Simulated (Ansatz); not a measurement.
**C2H2BrN (bromoacetonitrile): levels of theory compared**

Wanted: a comparison of 4 runs (HF/STO-3G, HF/3-21G, B3LYP/6-31G**, PBE0/def2-SVP) of C2H2BrN (bromoacetonitrile). 

The calculation is run with Ansatz 0.2.0.

5 further runs of the same task are left out: 2 for a known fault of the program, 1 that didn't finish, 2 set aside as unsound or not needed.

**1. The structure to begin with**

The species is C2H2BrN (6 atoms), meant as a singlet with charge 0. As SMILES, `N#CCBr`. The coordinates come from a PBE0-D4/def2-TZVP relaxation.

Bond lengths: N1–C2 1.149 Å, C2–C3 1.444 Å, C3–Br4 1.940 Å, C3–H5 1.088 Å, C3–H6 1.088 Å. Angles: N1–C2–C3 179.0°, C2–C3–Br4 111.4°, C2–C3–H5 110.5°, C2–C3–H6 110.5°, Br4–C3–H5 107.2°, Br4–C3–H6 107.2°, H5–C3–H6 109.9°.

**2. Energy and gradient at HF/STO-3G (run 1)**

Contents of molecule.yaml:

```yaml
crystal:
  periodic: [false, false, false]
  atoms:
    - {symbol: "N", position_ang: [0.466200, -1.957100, 0.836200]}
    - {symbol: C, position_ang: [0.272900, -0.905000, 0.416300]}
    - {symbol: C, position_ang: [0.051500, 0.425400, -0.099600]}
    - {symbol: Br, position_ang: [-1.556700, 0.505200, -1.181800]}
    - {symbol: H, position_ang: [0.881600, 0.732400, -0.733000]}
    - {symbol: H, position_ang: [-0.073400, 1.135200, 0.715800]}
basis:
  gaussian:
    orbitals: STO-3G
hamiltonian:
  xc: hf
accuracy: high
output:
  forces: true
  orbitals: {seedname: orbitals}
```

Launch:

```bash
$ ansatz run molecule.yaml --threads 1 --pin off --max-ram 2610MiB --events-out events.jsonl --progress --plain --runs-dir runs
```

The program printed:

```text
Warning: RAYON_NUM_THREADS=1 ignored (pool sized by the plan → 1); use --threads N
Functional definition: HF
  name "HF"
  exchange = exact_x
  correlation = 0
572 factors; integrals over basis functions are off by at most 3.3e-8 eV
mean field evaluation 1: about -72767.7404 eV, gradient 4.0e1 eV
mean field evaluation 2: about -72767.8444 eV, gradient 4.0e1 eV
mean field evaluation 4: about -72772.7829 eV, gradient 2.9e0 eV
mean field evaluation 8: about -72772.8187 eV, gradient 6.5e-2 eV
mean field -72772.81870376 eV, -2674.3517601749 hartree, gradient 9.1e-8 eV, S^2 0.000000; 0 other end points of the search recorded, 0 dependent functions left out
the calculation of the forces begins
reference -72772.81870376 eV, -2674.3517601749 hartree; 28, 28 occupied and 7, 7 virtual orbitals, 572 factors
Total energy: -72772.81870376 eV, -2674.3517601749 hartree
Atom 0 at     0.466200    -1.957100     0.836200 Å, force     0.117451    -0.953561     0.342753 eV/Å
Atom 1 at     0.272900    -0.905000     0.416300 Å, force     0.302635    -0.629683     0.373928 eV/Å
Atom 2 at     0.051500     0.425400    -0.099600 Å, force    -1.190938     1.443752    -1.190496 eV/Å
Atom 3 at    -1.556700     0.505200    -1.181800 Å, force     0.358707    -0.021861     0.242458 eV/Å
Atom 4 at     0.881600     0.732400    -0.733000 Å, force     0.215596     0.075100     0.099941 eV/Å
Atom 5 at    -0.073400     1.135200     0.715800 Å, force     0.196549     0.086253     0.131416 eV/Å
Dipole moment:     0.126567     0.536942    -0.065876 e Å
```

Run time: 0.5 s. Hardware: 1 thread of AMD EPYC 9R45 (Zen 5), shared host; peak memory 0.1 GiB.

**3. Energy and gradient at HF/3-21G (run 2)**

Contents of in.yaml:

```yaml
crystal:
  periodic: [false, false, false]
  atoms:
    - {symbol: "N", position_ang: [0.466200, -1.957100, 0.836200]}
    - {symbol: C, position_ang: [0.272900, -0.905000, 0.416300]}
    - {symbol: C, position_ang: [0.051500, 0.425400, -0.099600]}
    - {symbol: Br, position_ang: [-1.556700, 0.505200, -1.181800]}
    - {symbol: H, position_ang: [0.881600, 0.732400, -0.733000]}
    - {symbol: H, position_ang: [-0.073400, 1.135200, 0.715800]}
basis:
  gaussian: {orbitals: 3-21G-spherical.json}
output: {forces: true, orbitals: {seedname: orbitals}}
magnetization: {spin_polarized: false, initial_magnetization: 0}
hamiltonian: {xc: hf}
accuracy: high
```

The basis set 3-21G is read from a file made from the Basis Set Exchange's data (not shown).

Launch:

```bash
$ ansatz run in.yaml --threads 1 --pin off --max-ram 2610MiB --events-out events.jsonl --progress --plain --runs-dir runs
```

The program printed (excerpt; [...] marks lines left out):

```text
Warning: RAYON_NUM_THREADS=1 ignored (pool sized by the plan → 1); use --threads N
[... 2 set-up lines as earlier in the session ...]
[...]
1049 factors; integrals over basis functions are off by at most 1.0e-8 eV
[...]
mean field -73216.34562168 eV, -2690.6510737753 hartree, gradient 2.0e-8 eV, S^2 0.000000; 0 other end points of the search recorded, 0 dependent functions left out
[...]
reference -73216.34562168 eV, -2690.6510737753 hartree; 28, 28 occupied and 25, 25 virtual orbitals, 1049 factors
Total energy: -73216.34562168 eV, -2690.6510737753 hartree
Atom 0 at     0.466200    -1.957100     0.836200 Å, force    -0.285505     1.385138    -0.572978 eV/Å
Atom 1 at     0.272900    -0.905000     0.416300 Å, force     0.391368    -1.345386     0.631178 eV/Å
Atom 2 at     0.051500     0.425400    -0.099600 Å, force     0.912486     0.266856     0.524388 eV/Å
Atom 3 at    -1.556700     0.505200    -1.181800 Å, force    -0.816590     0.089500    -0.563167 eV/Å
Atom 4 at     0.881600     0.732400    -0.733000 Å, force    -0.291306    -0.118934     0.278255 eV/Å
Atom 5 at    -0.073400     1.135200     0.715800 Å, force     0.089547    -0.277175    -0.297676 eV/Å
Dipole moment:     0.122822     0.671769    -0.105834 e Å
```

Wall time 0.74 s (1 thread of AMD EPYC 9R45 (Zen 5), shared host); peak memory 0.13 GiB.

**4. Energy and gradient at B3LYP/6-31G(d,p) (spherical functions) (run 3)**

Contents of input.yaml:

```yaml
basis:
  gaussian: {orbitals: 6-31G_st__st_-spherical.json}
crystal:
  periodic: [false, false, false]
  atoms:
    - {symbol: "N", position_ang: [0.466200, -1.957100, 0.836200]}
    - {symbol: C, position_ang: [0.272900, -0.905000, 0.416300]}
    - {symbol: C, position_ang: [0.051500, 0.425400, -0.099600]}
    - {symbol: Br, position_ang: [-1.556700, 0.505200, -1.181800]}
    - {symbol: H, position_ang: [0.881600, 0.732400, -0.733000]}
    - {symbol: H, position_ang: [-0.073400, 1.135200, 0.715800]}
hamiltonian: {xc: {name: B3LYP}}
accuracy: high
output: {forces: true, orbitals: {seedname: orbitals}}
```

The basis set 6-31G** is read from a file made from the Basis Set Exchange's data (not shown).

Launch:

```bash
$ ansatz run input.yaml --threads 1 --pin off --max-ram 2610MiB --events-out events.jsonl --progress --plain --runs-dir runs
```

The program printed (excerpt; [...] marks lines left out):

```text
Warning: RAYON_NUM_THREADS=1 ignored (pool sized by the plan → 1); use --threads N
Functional definition: B3LYP
  name "B3LYP"
[...]
1776 factors; integrals over basis functions are off by at most 1.1e-8 eV
[...]
mean field -73634.40267826 eV, -2706.0143872355 hartree, gradient 2.4e-8 eV, S^2 0.000000; 0 other end points of the search recorded, 0 dependent functions left out
[...]
reference -73634.40270827 eV, -2706.0143883382 hartree; 28, 28 occupied and 56, 56 virtual orbitals, 1776 factors
Total energy: -73634.40270827 eV, -2706.0143883382 hartree
Atom 0 at     0.466200    -1.957100     0.836200 Å, force     0.239064    -1.324676     0.526027 eV/Å
Atom 1 at     0.272900    -0.905000     0.416300 Å, force    -0.118719     0.973452    -0.349419 eV/Å
Atom 2 at     0.051500     0.425400    -0.099600 Å, force     0.318666     0.158527     0.163036 eV/Å
Atom 3 at    -1.556700     0.505200    -1.181800 Å, force    -0.515983     0.074814    -0.360937 eV/Å
Atom 4 at     0.881600     0.732400    -0.733000 Å, force     0.062225     0.047780    -0.026286 eV/Å
Atom 5 at    -0.073400     1.135200     0.715800 Å, force     0.014748     0.070103     0.047579 eV/Å
Dipole moment:     0.133381     0.636277    -0.089002 e Å
```

It took 4.5 s on 1 thread of AMD EPYC 9R45 (Zen 5), shared host; peak memory 0.29 GiB.

**5. Energy and forces at PBE0/def2-SVP (run 4)**

Contents of run.yaml:

```yaml
crystal:
  periodic: [false, false, false]
  atoms:
    - {symbol: "N", position_ang: [0.466200, -1.957100, 0.836200]}
    - {symbol: C, position_ang: [0.272900, -0.905000, 0.416300]}
    - {symbol: C, position_ang: [0.051500, 0.425400, -0.099600]}
    - {symbol: Br, position_ang: [-1.556700, 0.505200, -1.181800]}
    - {symbol: H, position_ang: [0.881600, 0.732400, -0.733000]}
    - {symbol: H, position_ang: [-0.073400, 1.135200, 0.715800]}
basis:
  gaussian:
    orbitals: def2-SVP
hamiltonian:
  xc: {name: PBE0}
accuracy: high
output:
  forces: true
  orbitals: {seedname: orbitals}
```

Launch:

```bash
$ ansatz run run.yaml --threads 1 --pin off --max-ram 2610MiB --events-out events.jsonl --progress --plain --runs-dir runs
```

The program printed (excerpt; [...] marks lines left out):

```text
Warning: RAYON_NUM_THREADS=1 ignored (pool sized by the plan → 1); use --threads N
Functional definition: PBE0
  name "PBE0"
[...]
1769 factors; integrals over basis functions are off by at most 4.7e-9 eV
[...]
mean field -73618.47207689 eV, -2705.4289484332 hartree, gradient 7.9e-8 eV, S^2 0.000000; 0 other end points of the search recorded, 0 dependent functions left out
[...]
reference -73618.47207860 eV, -2705.4289484958 hartree; 28, 28 occupied and 56, 56 virtual orbitals, 1769 factors
Total energy: -73618.47207860 eV, -2705.4289484958 hartree
Atom 0 at     0.466200    -1.957100     0.836200 Å, force     0.162208    -0.934529     0.366906 eV/Å
Atom 1 at     0.272900    -0.905000     0.416300 Å, force    -0.067134     0.732070    -0.248312 eV/Å
Atom 2 at     0.051500     0.425400    -0.099600 Å, force    -0.301589    -0.175272    -0.153200 eV/Å
Atom 3 at    -1.556700     0.505200    -1.181800 Å, force    -0.048895     0.039657    -0.043284 eV/Å
Atom 4 at     0.881600     0.732400    -0.733000 Å, force     0.265778     0.109592    -0.171501 eV/Å
Atom 5 at    -0.073400     1.135200     0.715800 Å, force    -0.010366     0.228482     0.249392 eV/Å
Dipole moment:     0.104173     0.639628    -0.109190 e Å
```

Run time: 4.2 s. Hardware: 1 thread of AMD EPYC 9R45 (Zen 5), shared host; peak memory 0.29 GiB.

**6. Overview of the runs**

```csv
run,level,energy (Eh),dipole moment (D),HOMO energy (eV),LUMO energy (eV),wall time
1,HF/STO-3G,-2674.351760,2.67,-9.16,7.14,0.5 s
2,HF/3-21G,-2690.651074,3.32,-11.42,2.99,0.74 s
3,B3LYP/6-31G** (spherical functions),-2706.014388,3.15,-8.32,-1.51,4.5 s
4,PBE0/def2-SVP,-2705.428948,3.16,-8.58,-1.26,4.2 s
```

**7. Outcome**

| quantity | value |
| --- | --- |
| run 4: total energy | -2705.42895 Eh |
| run 4: dipole moment | 3.16 D |
| run 4: HOMO energy | -8.58 eV |
| run 4: LUMO energy | -1.26 eV |
| run 4: HOMO–LUMO gap | 7.32 eV |
| run 4: largest force on an atom | 1.017 eV/Å |

What this shows: The dipole moment (its size) runs from 2.67 D (HF/STO-3G) to 3.32 D (HF/3-21G). The HOMO–LUMO gap runs from 6.81 eV (B3LYP/6-31G**) to 16.30 eV (HF/STO-3G). The two ends differ in method and basis. Totals of different functionals can't be ranked against each other. In run 1 the basis is minimal, so the values are rough. All runs together took 10 s, the longest 4.5 s.
